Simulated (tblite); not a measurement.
# C6H9BCl2O: the cost of one run

The runs use tblite 0.8.0 and PySCF 2.14.0, with density-fitted response routines of our own; the level of theory stands in each step. All values are computed, except where a source is named. Atoms count from 0, in the outputs and in this text.

## (1) The starting structure

19 atoms, charge 0, multiplicity 1; geometry from: force field or distance geometry start.

Bonds of the start (Å): C0–C1 1.34, C1–C2 1.46, C2–C3 1.48, C2–O4 1.26, C1–C5 1.49, C5–C6 1.50, C5–B7 1.57, B7–Cl8 1.84, B7–Cl9 1.85, C0–H10 1.09, C0–H11 1.10, C3–H12 1.14, C3–H13 1.11, C3–H14 1.11, C5–H15 1.11, C6–H16 1.12, C6–H17 1.10, C6–H18 1.11.

## (2) Geometry optimisation with GFN2-xTB

The job: settings as JSON, then the geometry in Å.

```
{"job": {"kind": "relax", "xc": "GFN2-xTB", "basis": "xTB"}, "charge": 0, "multiplicity": 1}
C      0.577800    -1.365500     0.525200
C      0.274400    -0.233800    -0.124000
C      1.299200     0.735000    -0.506200
C      2.706300     0.436200    -0.170800
O      1.020700     1.804400    -1.109300
C     -1.161100     0.017700    -0.437900
C     -1.665800     1.285300     0.190000
B     -2.064000    -1.168900     0.049100
Cl    -2.893300    -1.228800     1.688300
Cl    -2.078400    -2.712800    -0.965600
H      1.602000    -1.625400     0.796700
H     -0.193200    -2.090400     0.819800
H      2.739300     0.228600     0.949200
H      3.379200     1.291200    -0.405000
H      3.094300    -0.424000    -0.747200
H     -1.259700     0.167500    -1.532400
H     -2.755100     1.208500     0.426000
H     -1.561600     2.109900    -0.534400
H     -1.070600     1.574500     1.081100
```

Run with:

```console
$ OMP_NUM_THREADS=1 python probes_run.py task.json out
```

One launch serves the whole session: the jobs run in the order shown.

Q: Estimate the wall time and peak memory of this first job on 1 thread of Arm Neoverse V1, shared host.

About 1.9 s, with a peak of 0.18 GiB.
